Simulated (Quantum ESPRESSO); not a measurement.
Runs of Quantum ESPRESSO 7.5 on Al3Au. Symmetry: I4/mmm, No. 139, tetragonal system. Conventional cell: a = 4.051 Å, b = 4.051 Å, c = 8.113 Å, α = 90.00°, β = 90.00°, γ = 90.00°. Around Au (site symmetry 4/mmm) lie 12 Al at 2.86 to 2.87 Å. Around Al (site symmetry 4/mmm) lie 4 Au at 2.86 Å and 8 Al at 2.87 Å. Al (site symmetry -4m2) is surrounded by 8 Al at 2.86 to 2.87 Å and 4 Au at 2.87 Å. The cell comes from a database or a generator and needn't be the stable form of this composition.

```tsv
task	level	potentials or basis	cell	form of the LDA correlation	gap on the mesh (eV)	pressure (GPa)	V0 of scaled cells (Å³/atom)	B0 (GPa)
equation of state	LDA	GBRV 1.5 LDA	as given	PZ81	-	-	15.79	109
single point	PBEsol	GBRV 1.5 PBEsol	atoms moved at random, drawn with an rms of 0.05 Å	-	none	-2.6	-	-
equation of state	PBEsol	GBRV 1.5 PBEsol	as given	-	-	-	(a)	104
band structure	PBEsol	GBRV 1.5 PBEsol	as given	-	none	-2.8	-	-
single point	PBEsol	GBRV 1.5 PBEsol	as given	-	none	-2.8	-	-
```

Alike in all rows: no spin polarisation; k mesh 9 × 9 × 9; cutoff (eV) 612; smearing fermi-dirac 0.05 eV.

Estimate the missing entries.

(a) 16.18.

Caveats: the cell was scaled at fixed shape and fractional positions, which overstates the stiffness of a crystal with free parameters, most of all of layers and chains (some runs); spin-orbit coupling is left out, which moves the levels of the heavy elements (some runs).

A k mesh can miss the band edges, and the runs leave out spin-orbit coupling on Au.

A gap of «none» marks a metal or a gap under the smearing width.
